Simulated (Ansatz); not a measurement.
# BCl3H4OSi (built from SMILES ClB(Cl)Cl.O[SiH3]): search for a transition state

Aim: find the saddle point of a four-centre ligand exchange that is to form B1–O6, Cl2–H5 and break B1–Cl2, H5–O6, prove it by its vibrations, and relax downhill on both sides to see what it joins.

Method: PBE0-D4, def2-SVP first, then def2-TZVP; program: Ansatz 0.2.0, Gaussian basis.

152 further runs of the same task are left out: 152 set aside as unsound or not needed.

## 1. The system as given

The guess: 10 atoms, charge 0, spin multiplicity 1.

Atoms are counted from 1 here; the program's logs count them from 0.

Bond lengths: B1–Cl3 1.771 Å, B1–Cl4 1.771 Å, B1–O6 1.468 Å, Cl2–H5 1.614 Å, H5–O6 1.236 Å, O6–Si7 1.667 Å, Si7–H8 1.458 Å, Si7–H9 1.458 Å, Si7–H10 1.457 Å. Angles: Cl3–B1–Cl4 116.9°, Cl3–B1–O6 114.7°, Cl4–B1–O6 114.5°, Cl2–H5–O6 124.7°, B1–O6–H5 88.8°, B1–O6–Si7 135.8°, H5–O6–Si7 135.2°, O6–Si7–H8 98.1°, O6–Si7–H9 107.8°, O6–Si7–H10 107.8°, H8–Si7–H9 114.3°, H8–Si7–H10 114.5°, H9–Si7–H10 112.7°.

As a file:

```mol
BCl3H4OSi
  3D, bonds by distance, orders not assigned

 10  9  0  0  0  0  0  0  0  0999 V2000
   -1.3390   -0.0364   -0.0485 B   0  0
   -1.7422   -1.6194    1.3166 Cl  0  0
   -1.8104   -0.5270   -1.6838 Cl  0  0
   -2.0360    1.4699    0.5683 Cl  0  0
   -0.2301   -1.1297    1.0371 H   0  0
    0.0838   -0.2211    0.2606 O   0  0
    1.5194    0.4232   -0.2882 Si  0  0
    2.4189   -0.2632    0.6315 H   0  0
    1.6781    0.0353   -1.6848 H   0  0
    1.4576    1.8683   -0.1089 H   0  0
  1  3  8  0
  1  4  8  0
  1  6  8  0
  2  5  8  0
  5  6  8  0
  6  7  8  0
  7  8  8  0
  7  9  8  0
  7 10  8  0
M  END
```

Distances that are to change: B1–O6 1.47 Å, Cl2–H5 1.61 Å, B1–Cl2 2.13 Å, H5–O6 1.24 Å.

## 2. Constrained relaxation of the guess

hold/in.yaml

```yaml
crystal:
  periodic: [false, false, false]
  atoms:
    - {symbol: B, position_ang: [-1.339000, -0.036400, -0.048500]}
    - {symbol: Cl, position_ang: [-1.742200, -1.619400, 1.316600]}
    - {symbol: Cl, position_ang: [-1.810400, -0.527000, -1.683800]}
    - {symbol: Cl, position_ang: [-2.036000, 1.469900, 0.568300]}
    - {symbol: H, position_ang: [-0.230100, -1.129700, 1.037100]}
    - {symbol: O, position_ang: [0.083800, -0.221100, 0.260600]}
    - {symbol: Si, position_ang: [1.519400, 0.423200, -0.288200]}
    - {symbol: H, position_ang: [2.418900, -0.263200, 0.631500]}
    - {symbol: H, position_ang: [1.678100, 0.035300, -1.684800]}
    - {symbol: H, position_ang: [1.457600, 1.868300, -0.108900]}
basis:
  gaussian: {orbitals: def2-SVP}
hamiltonian: {xc: pbe0, dispersion: d4}
relax: {f_tol: 0.04, max_steps: 150, escape_saddle: false, constraints: [{distance: [0, 5]}, {distance: [1, 4]}, {distance: [0, 1]}, {distance: [4, 5]}]}
```

On the command line:

```bash
ansatz run in.yaml --threads 8 --pin off --events-out ev --progress --plain --max-ram 19148MiB
```

After this run come: A starting Hessian; Saddle search in the small basis; Saddle search in triple zeta; Checking the order of the point; Relaxing after a step of 0.30 Å one way along the mode; Relaxing after a step of 0.30 Å the other way along the mode.

Q: Predict the outcome of this session. Wanted: imaginary mode; barrier from the start side; barrier from the end side; energy of the step; pairs that change; zero-point energy at the saddle.

The runs gave:

| quantity | value |
| --- | --- |
| imaginary mode | 1041i cm⁻¹ |
| barrier from the start side | 16.6 kcal/mol |
| barrier from the end side | 24.7 kcal/mol |
| energy of the step | -8.1 kcal/mol |
| pairs that change | B1–O6 tightened, Cl2–H5 formed, B1–Cl2 broken, H5–O6 broken |
| zero-point energy at the saddle | 1.179 eV |

**Reading.** One imaginary mode, 1041i cm⁻¹, makes this a first-order saddle. Going downhill both ways gives the intended start and end. At PBE0-D4/def2-TZVP the electronic barrier is 16.6 kcal/mol, about 28 kT at 298 K, and the step runs 8.1 kcal/mol downhill. With so stiff a mode tunnelling counts: Wigner's rough correction is a factor of 2.1 at 298 K. A step off the saddle overshot and began above it in energy, so the link to its end is likely but not proven. The ends are the nearest minima, not always the lowest complexes.
